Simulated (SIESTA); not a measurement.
## NiMoIrPdW: equation of state with PBE

The system is NiMoIrPdW.

```
Ni Mo Pd Ir W
1.0
     4.11705    0.00000    0.00000
    -2.05853    3.56547    0.00000
     0.00000    0.00000    5.44580
Ni Mo Pd Ir W
1 1 1 1 1
Direct
  0.00000 0.00000 0.95775
  0.66667 0.33333 0.96161
  0.66667 0.33333 0.46295
  0.33333 0.66667 0.72572
  0.33333 0.66667 0.23642
```

The cell was built by a generator and needn't be a form met in nature.

```
Program             : SIESTA 5.4.2
Task                : equation of state
Functional          : PBE
Potentials or basis : PseudoDojo 0.4 standard (PBE files)
Basis               : DZP (energy shift 0.003 Ry; two zetas on semicore shells)
Grid cutoff         : 800 Ry
Energy shift        : 0.003 Ry
k mesh              : 8 × 8 × 5
Occupations         : fermi-dirac, width 0.05 eV
Spin                : collinear spin, ferromagnetic start
Starting moments    : [1.0, 1.0, 0.0, 0.6, 0.0] μB
MPI ranks           : 4
```

The equilibrium volume is 16.17 Å³/atom. The bulk modulus at fixed shape and positions is 228 GPa and the pressure derivative of the bulk modulus is 4.9.

Energy against volume, from the lowest point:
```tsv
volume (Å³/atom)	energy (meV/atom)
15.029	65.68
15.348	32.27
15.668	11.06
15.988	0.72
16.308	0.00
16.628	7.85
16.947	23.34
```

All runs of the series together: 23 min on 4 threads of Intel(R) Xeon(R) Platinum 8259CL CPU @ 2.50GHz (Skylake/Cascade Lake), with other jobs on the host.

Caveat: short orbitals over semicore shells can move pressures by several GPa; the cell was scaled at fixed shape and fractional positions, which overstates the stiffness of a crystal with free parameters, most of all of layers and chains; the basis of atomic orbitals isn't converged, which shifts pressures, moduli and gaps. The run has no spin-orbit coupling, so splittings on Ir, W are missing.
